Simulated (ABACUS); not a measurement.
SiSe:

```
CELL_PARAMETERS angstrom
3.59520 0.00000 0.00000
-1.79760 3.11353 0.00000
0.00000 0.00000 3.59873
ATOMIC_POSITIONS crystal
Si 0.66667 0.33333 0.50000
Se 0.00000 0.00000 0.00000
```

The cell was built by a generator and needn't be a form met in nature.

Base run:

```yaml
Program: ABACUS 3.10.1
Functional: revPBE
Potentials_or_basis: PseudoDojo NC SR 0.4.1 PBE standard
Cutoff: 1361 eV
Density_cutoff: 5442 eV
Basis: DZP LCAO (the cutoffs set its grid)
k_mesh: 9 × 9 × 7
Occupations: fermi-dirac, width 0.05 eV
Spin: no spin polarisation
```

Its results: band gap on the k mesh none (metal or under the smearing width); pressure 2.5 GPa.

Question: The run is repeated on the same cell with these changes: functional from revPBE to LDA. What comes out?

Answer: Band gap on the k mesh none (metal or under the smearing width); pressure -1.8 GPa.

LDA binds more tightly than revPBE, so the same cell stands under less pressure.

Caveats: the atomic orbitals were generated for these runs and aren't a published set; the potentials were made for another functional, which shifts forces and pressure; the basis of atomic orbitals isn't converged, which shifts pressures, moduli and gaps.
